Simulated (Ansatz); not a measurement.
# CsCdCl3: response to a stretch of c alone

Aim: apply a stretch of c alone to CsCdCl3 from -6 to +6 %, where the rest of the cell is held and the atoms relax, and follow energy, stress and any gap.

Program: Ansatz 0.2.0. Level of theory: DFT LDA, scalar-relativistic, plane waves, PAW. These are calculated values, not measurements.

2 further runs of the same task are left out: 2 set aside as unsound or not needed.

## Step 1: The starting structure

Symmetry: Pm-3m, No. 221, cubic system. Conventional cell: a = 5.112 Å, b = 5.112 Å, c = 5.112 Å, α = 90.00°, β = 90.00°, γ = 90.00°. Around Cs (site symmetry m-3m) lie 12 Cl at 3.61 Å. Cd (site symmetry m-3m) has 6 Cl at 2.56 Å in its first shell of neighbours. Cl (site symmetry 4/mmm) has 2 Cd at 2.56 Å and 4 Cs at 3.61 Å in its first shell of neighbours.

As a file:

```cif
data_structure
_symmetry_space_group_name_H-M 'P 1'
_symmetry_Int_Tables_number 1
_cell_length_a 5.1122
_cell_length_b 5.1122
_cell_length_c 5.1122
_cell_angle_alpha 90.000
_cell_angle_beta 90.000
_cell_angle_gamma 90.000
_cell_volume 133.60
loop_
_atom_site_label
_atom_site_type_symbol
_atom_site_fract_x
_atom_site_fract_y
_atom_site_fract_z
_atom_site_occupancy
Cs1 Cs 0.00000 0.00000 0.00000 1
Cd1 Cd 0.50000 0.50000 0.50000 1
Cl1 Cl 0.00000 0.50000 0.50000 1
Cl2 Cl 0.50000 0.00000 0.50000 1
Cl3 Cl 0.50000 0.50000 0.00000 1
```

This cell was relaxed beforehand with the same method: volume 26.72 Å³/atom, gap on the mesh 1.59 eV.

The unstrained cell was computed beforehand with the same settings: E(σ→0) = -16762.4698 eV for 5 atoms, gap 1.59 eV over the zone.

## Step 2: The cell strained by -2.0 %

input.yaml

```yaml
crystal:
  lattice:
    - [5.1121726469, 0.0, 0.0]
    - [0.0, 5.1121726469, 0.0]
    - [0.0, 0.0, 5.009929194]
  atoms:
    - { symbol: Cs, position: [0.0, 0.0, 0.0] }
    - { symbol: Cd, position: [0.5, 0.5, 0.5] }
    - { symbol: Cl, position: [0.0, 0.5, 0.5] }
    - { symbol: Cl, position: [0.5, 0.0, 0.5] }
    - { symbol: Cl, position: [0.5, 0.5, 0.0] }
basis:
  ecutwfc: 420
kpoints:
  mp_grid: { grid: [6, 6, 6] }
hamiltonian:
  xc: lda
scf:
  occupations: { method: gaussian, width: 0.02 }
output:
  forces: true
  stress: true
  eigenvalues: true
  write_density: true
  write_potential: true
  elf: true
  volumetric_format: npy
```

Run with:

```
> ansatz run input.yaml --threads 1 --pin off --max-ram 2560MiB --backend cpu --events-out ev --progress --plain --runs-dir out
```

Further runs follow: seeking the band edges at -2.0 %; the cell strained by +2.0 %; the gap over the whole zone at +2.0 %; the cell strained by -4.0 %; band edges over the zone at -4.0 %; the cell strained by +4.0 %; the gap over the whole zone at +4.0 %; strain -6.0 %; seeking the band edges at -6.0 %; strain +6.0 %; seeking the band edges at +6.0 %.

What does the calculation give? Wanted: (1/V) d²E/dε² at zero strain, cubic fit; gap shift, negative and positive side.

**Answer**, as computed:

```
                               quantity                    value
                    largest energy cost  29.4 meV/atom at -6.0 %
(1/V) d²E/dε² at zero strain, cubic fit                   80 GPa
  gap shift, negative and positive side       +10, -37 meV per %
```

From the curvature follows the elastic constant along c at held a and b: 80 GPa. Compression by 6 % costs 29.4 meV/atom and stretching 18.6. The gap runs from 1.53 eV at -6.0 % through 1.59 to 1.40 eV at +6.0 %.
